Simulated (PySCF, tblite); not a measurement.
# C5H8N2Si: geometry, infrared bands and NMR shifts

Wanted: the infrared bands and NMR shifts of C5H8N2Si (`C=Cc1cncn1[SiH3]`), by calculation.

The runs use tblite 0.8.0 and PySCF 2.14.0, with density-fitted response routines of our own; the level of theory stands in each step. All values are computed, except where a source is named. Atoms count from 0, in the outputs and in this text.

## (1) Starting geometry

16 atoms, charge 0, multiplicity 1; geometry from: force field or distance geometry start.

Bonds of the start (Å): C0–C1 1.33, C1–C2 1.43, C2–C3 1.38, C3–N4 1.37, N4–C5 1.31, C5–N6 1.37, N6–Si7 1.76, N6–C2 1.38, C0–H8 1.09, C0–H9 1.09, C1–H10 1.08, C3–H11 1.09, C5–H12 1.08, Si7–H13 1.48, Si7–H14 1.48, Si7–H15 1.48.

## (2) Optimising the geometry with GFN2-xTB

What the job is given:

```
{"job": {"kind": "relax", "xc": "GFN2-xTB", "basis": "xTB"}, "charge": 0, "multiplicity": 1}
C     -2.584100     0.524300     0.668500
C     -1.277500     0.691100     0.502000
C     -0.448900    -0.358600    -0.004300
C     -0.713400    -1.657300    -0.398400
N      0.416000    -2.300400    -0.830200
C      1.365900    -1.402600    -0.743100
N      0.897800    -0.215700    -0.251700
Si     1.963100     1.169300    -0.018400
H     -3.191600     1.333100     1.070900
H     -3.120600    -0.388900     0.417700
H     -0.849300     1.642400     0.797300
H     -1.663900    -2.190900    -0.361200
H      2.400700    -1.572700    -1.005700
H      1.875800     1.658200     1.375200
H      3.366300     0.804200    -0.310400
H      1.556200     2.273500    -0.919500
```

The run is started by

```sh
$ OMP_NUM_THREADS=1 python probes_run.py task.json out
```

The driver reads the jobs from task.json and runs them one after another.

**Question.** This job is followed by: GFN2-xTB harmonic vibrations, gas phase; GIAO PBE0/pcSseg-1 NMR shielding, non-relativistic, gas phase. What will the session give for the following? strongest single infrared mode (GFN2-xTB); zero-point energy (GFN2-xTB); 13C shifts against TMS (PBE0/pcSseg-1); 1H shifts against TMS (PBE0/pcSseg-1, means over atoms taken as alike); 15N shifts against NH3 (PBE0/pcSseg-1); 29Si shifts against TMS (PBE0/pcSseg-1).

The runs gave:

```
                                                              quantity                                   value
                             strongest single infrared mode (GFN2-xTB)                    796 cm⁻¹, 428 km/mol
                                          zero-point energy (GFN2-xTB)                           72.4 kcal/mol
                                13C shifts against TMS (PBE0/pcSseg-1)   144.6, 139.9, 136.0, 130.5, 117.1 ppm
1H shifts against TMS (PBE0/pcSseg-1, means over atoms taken as alike)  7.94, 7.14, 6.74, 6.18, 5.49, 5.02 ppm
                                15N shifts against NH3 (PBE0/pcSseg-1)                        313.6, 174.1 ppm
                               29Si shifts against TMS (PBE0/pcSseg-1)                               -57.4 ppm
```

What this shows: The optimisation took 57 steps and gained 0.138 eV; among the close pairs (by a distance rule), Si7–H14 changed most, from 1.479 to 1.459 Å. All 42 modes are real, so the xTB geometry is a minimum. Unscaled tight-binding wavenumbers are off by several per cent, some by more. Its intensities can rank the bands wrongly. At PBE0/pcSseg-1: Shielding is most anisotropic at N4 (span 513 ppm, paramagnetic term -380 ppm). NICS(1)zz of -27 ppm above the planar ring from C2 marks a diatropic (aromatic) ring current.
